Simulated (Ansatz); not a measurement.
# B5N4 zinc blende ring disc (B5N4H16−): the relaxed shape and its frontier levels

Aim: characterise B5N4 zinc blende ring disc (B5N4H16−) as a singlet: its structure, frontier levels and distribution of charge.

Computed with Ansatz 0.2.0, Gaussian basis. Level: RKS PBE0-D4/def2-TZVP.

Levels to be run: relaxation at r2SCAN-D4/def2-SVP; a single point at PBE0-D4/def2-TZVP.

1 further run of the same task is left out (it didn't finish).

## Step 1: Where the work starts

25 atoms, charge -1, spin multiplicity 1.

Atoms are counted from 1 here; the program's logs count them from 0.

Bond lengths: N1–B5 1.558 Å, N1–B6 1.558 Å, N1–B7 1.578 Å, N1–H10 1.013 Å, N2–B6 1.591 Å, N2–B8 1.591 Å, N2–H11 1.012 Å, N2–H12 1.013 Å, N3–B5 1.591 Å, N3–B9 1.591 Å, N3–H13 1.013 Å, N3–H14 1.012 Å, N4–B7 1.578 Å, N4–B8 1.558 Å, N4–B9 1.558 Å, N4–H15 1.013 Å, B5–H16 1.218 Å, B5–H17 1.204 Å and more. Angles: B5–N1–B6 117.8°, B5–N1–B7 111.2°, B5–N1–H10 105.2°, B6–N1–B7 111.2°, B6–N1–H10 105.2°, B7–N1–H10 104.9°, B6–N2–B8 118.5°, B6–N2–H11 107.6°, B6–N2–H12 108.0°, B8–N2–H11 107.5°, B8–N2–H12 107.8°, H11–N2–H12 106.9°, B5–N3–B9 118.3°, B5–N3–H13 107.9°, B5–N3–H14 107.5°, B9–N3–H13 108.1°, B9–N3–H14 107.5°, H13–N3–H14 107.0° and more.

Coordinates:

```xyz
25

N    -0.8907   -0.8928    0.6504
N     1.1075   -1.1002   -0.9283
N    -1.1041    1.0973   -0.9316
N     0.8892    0.8942    0.6510
B    -1.9113   -0.0251   -0.1445
B    -0.0206   -1.9082   -0.1499
B    -0.0003   -0.0002    1.5990
B     1.9106    0.0283   -0.1446
B     0.0176    1.9088   -0.1485
H    -1.4520   -1.4579    1.2755
H     0.6716   -0.6622   -1.7295
H     1.7805   -1.7675   -1.2868
H    -1.7737    1.7621   -1.3011
H    -0.6608    0.6525   -1.7251
H     1.4496    1.4596    1.2766
H    -2.5126   -0.6846   -0.9740
H    -2.6871    0.5192    0.5983
H    -0.6790   -2.5028   -0.9849
H     0.5188   -2.6907    0.5896
H     0.7024   -0.7019    2.2877
H    -0.7023    0.7000    2.2898
H     2.6896   -0.5113    0.5979
H     2.5084    0.6875   -0.9771
H    -0.5267    2.6881    0.5909
H     0.6756    2.5079   -0.9807
```

The ion is computed in the gas phase, without counter-ions or solvent.

The start is a GFN2-xTB geometry.

## Step 2: Relaxation at r2SCAN-D4/def2-SVP

in.yaml reads:

```yaml
crystal:
  periodic: [false, false, false]
  atoms:
    - {symbol: N, position_ang: [-0.890650, -0.892790, 0.650440]}
    - {symbol: N, position_ang: [1.107530, -1.100170, -0.928340]}
    - {symbol: N, position_ang: [-1.104100, 1.097270, -0.931570]}
    - {symbol: N, position_ang: [0.889180, 0.894150, 0.650960]}
    - {symbol: B, position_ang: [-1.911340, -0.025140, -0.144500]}
    - {symbol: B, position_ang: [-0.020580, -1.908230, -0.149900]}
    - {symbol: B, position_ang: [-0.000260, -0.000160, 1.598960]}
    - {symbol: B, position_ang: [1.910610, 0.028310, -0.144590]}
    - {symbol: B, position_ang: [0.017600, 1.908810, -0.148480]}
    - {symbol: H, position_ang: [-1.452030, -1.457900, 1.275550]}
    - {symbol: H, position_ang: [0.671570, -0.662150, -1.729540]}
    - {symbol: H, position_ang: [1.780460, -1.767550, -1.286830]}
    - {symbol: H, position_ang: [-1.773680, 1.762060, -1.301080]}
    - {symbol: H, position_ang: [-0.660810, 0.652490, -1.725080]}
    - {symbol: H, position_ang: [1.449600, 1.459580, 1.276580]}
    - {symbol: H, position_ang: [-2.512650, -0.684580, -0.974010]}
    - {symbol: H, position_ang: [-2.687070, 0.519210, 0.598310]}
    - {symbol: H, position_ang: [-0.679040, -2.502760, -0.984870]}
    - {symbol: H, position_ang: [0.518760, -2.690690, 0.589570]}
    - {symbol: H, position_ang: [0.702360, -0.701900, 2.287670]}
    - {symbol: H, position_ang: [-0.702330, 0.700000, 2.289760]}
    - {symbol: H, position_ang: [2.689610, -0.511330, 0.597910]}
    - {symbol: H, position_ang: [2.508350, 0.687490, -0.977080]}
    - {symbol: H, position_ang: [-0.526660, 2.688060, 0.590890]}
    - {symbol: H, position_ang: [0.675590, 2.507930, -0.980730]}
basis:
  gaussian: {orbitals: def2-SVP}
total_charge: -1
hamiltonian: {xc: r2scan, dispersion: d4}
scf: {lower_state_search: "off"}
output: {orbitals: {seedname: orbitals}}
relax: {f_tol: 0.03, max_steps: 70}
```

Started as:

```sh
> ansatz run in.yaml --threads 2 --pin off --events-out ev --progress --plain --max-ram 32768MiB --backend cuda --devices 0, --max-vram 18GiB
```

The runs that follow: Single point, PBE0-D4/def2-TZVP.

**Question.** What will the summary of the whole plan be? Wanted: point group; commonest bond, hydrogen aside; HOMO, LUMO at PBE0-D4/def2-TZVP.

The runs gave:

| quantity | value |
| --- | --- |
| point group | C2v |
| commonest bond, hydrogen aside | B–N, 10 of mean length 1.587 Å |
| HOMO, LUMO at PBE0-D4/def2-TZVP | -2.99, 3.75 eV |

What this shows: The molecule keeps its bonding pattern by the stored test; the atoms moved 0.05 Å (rms). No usable vibrations, so a minimum isn't proven. Whether this spin is the lowest isn't tested here.
